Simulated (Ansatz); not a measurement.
# CH4Zn: the cost of one run

Program: Ansatz 0.2.0, Gaussian basis. Level of theory: PBE0-D4/def2-TZVP structures, single points in def2-TZVPP, no counterpoise correction. These are calculated values, not measurements.

Levels: SPW92, PBE-D4, BLYP-D4, r2SCAN-D4, B97M-V, PBE0-D4, B3LYP-D4, r2SCAN0-D4, BHLYP-D4, CAM-B3LYP-D4, wB97X-V, wB97M-V, B2PLYP, PBE-QIDH, RPA on PBE, Hartree-Fock, MP2, CCSD, CCSD(T).

Cores are frozen in the correlated methods. The 3s and 3p shells of Cu and Zn are frozen; filled d shells are correlated. B3LYP uses VWN-RPA correlation. B2PLYP carries no dispersion term here.

94 further runs of the same task are left out: 94 set aside as unsound or not needed.

**1. The starting structure**

The complex: 8 atoms, charge 0, spin multiplicity 1.

Atoms are counted from 1 here; the program's logs count them from 0.

Bond lengths: Zn1–C3 1.933 Å, Zn1–H5 1.562 Å, F2–H4 0.938 Å, C3–H6 1.092 Å, C3–H7 1.092 Å, C3–H8 1.092 Å. Angles: C3–Zn1–H5 178.0°, Zn1–C3–H6 110.4°, Zn1–C3–H7 110.9°, Zn1–C3–H8 110.9°, H6–C3–H7 108.2°, H6–C3–H8 108.2°, H7–C3–H8 108.2°.

As a file:

```xyz
8
CH5FZn
Zn    0.51255   -0.10880   -0.35664
F    -1.68004   -0.01650   -2.61853
C     0.33166    0.10565    1.55602
H    -0.75757   -0.13751   -2.50042
H     0.71266   -0.28921   -1.89550
H    -0.71249    0.28500    1.82226
H     0.92444    0.95190    1.91088
H     0.66878   -0.79053    2.08203
```

Its parts: CH4Zn holds atoms 1, 3, 5, 6, 7, 8; HF holds atoms 2, 4. Each part counts its atoms afresh in its own runs.

**2. Relaxing CH4Zn alone**

relax-a/in.yaml reads:

```yaml
crystal:
  periodic: [false, false, false]
  atoms:
    - {symbol: Zn, position_ang: [0.512554, -0.108800, -0.356638]}
    - {symbol: C, position_ang: [0.331664, 0.105649, 1.556020]}
    - {symbol: H, position_ang: [0.712664, -0.289215, -1.895504]}
    - {symbol: H, position_ang: [-0.712488, 0.285001, 1.822260]}
    - {symbol: H, position_ang: [0.924440, 0.951904, 1.910881]}
    - {symbol: H, position_ang: [0.668775, -0.790527, 2.082027]}
basis:
  gaussian: {orbitals: def2-TZVP}
hamiltonian: {xc: pbe0, dispersion: d4}
relax: {f_tol: 0.005, max_steps: 200}
```

Started as:

```console
> ansatz run in.yaml --threads 4 --pin off --events-out ev --progress --plain --max-ram 9574MiB
```

**Question.** How long does this run take on 4 threads of Intel Xeon at 2.50GHz, shared host?

About 6.5 s.
